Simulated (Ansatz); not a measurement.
# Li2Rh: the cost of one run

Method: DFT PBE, scalar-relativistic, plane waves, PAW, in Ansatz 0.2.0.

### 1 Starting point

The structure is trigonal, space group P-3m1 (No. 164). Conventional cell: a = 2.723 Å, b = 2.723 Å, c = 6.882 Å, α = 90.00°, β = 90.00°, γ = 120.00°. Li (site symmetry 3m) has 3 Rh at 2.60 Å and 6 Li at 2.72 Å as nearest neighbours. Rh (site symmetry -3m) has 6 Li at 2.60 Å and 6 Rh at 2.72 Å as nearest neighbours.

As a file:

```
CELL_PARAMETERS angstrom
2.72255 0.00000 0.00000
-1.36127 2.35780 0.00000
0.00000 0.00000 6.88154
ATOMIC_POSITIONS crystal
Li 0.33333 0.66667 0.30083
Li 0.66667 0.33333 0.69917
Rh 0.00000 0.00000 0.00000
```

The start is the relaxed end of an invented cell (made as: close-packed layers stacked ABC|A (P-3m1, No. 164)), taken up again for a closer look.

### 2 The guess as it stands, on a coarse mesh

File input.yaml:

```yaml
crystal:
  lattice:
    - [2.7225477, 0.0, 0.0]
    - [-1.3612739, 2.3577955, 0.0]
    - [0.0, 0.0, 6.8815441]
  atoms:
    - { symbol: Li, position: [0.3333333, 0.6666667, 0.30083] }
    - { symbol: Li, position: [0.6666667, 0.3333333, 0.69917] }
    - { symbol: Rh, position: [0.0, 0.0, 0.0] }
basis:
  ecutwfc: 420
kpoints:
  mp_grid: { grid: [6, 6, 4] }
hamiltonian:
  xc: pbe
scf:
  occupations: { method: gaussian, width: 0.1 }
  lower_state_search: "off"
output:
  forces: true
  stress: true
  eigenvalues: true
```

Command:

```bash
$ ansatz run input.yaml --threads 1 --pin off --max-ram 3072MiB --backend cpu --events-out ev --progress --plain --runs-dir out
```

**Question.** How long does this run take on 1 thread of Arm Neoverse V1, shared host, and how much memory does it need?

About 1.1 s, with a peak of 0.29 GiB.
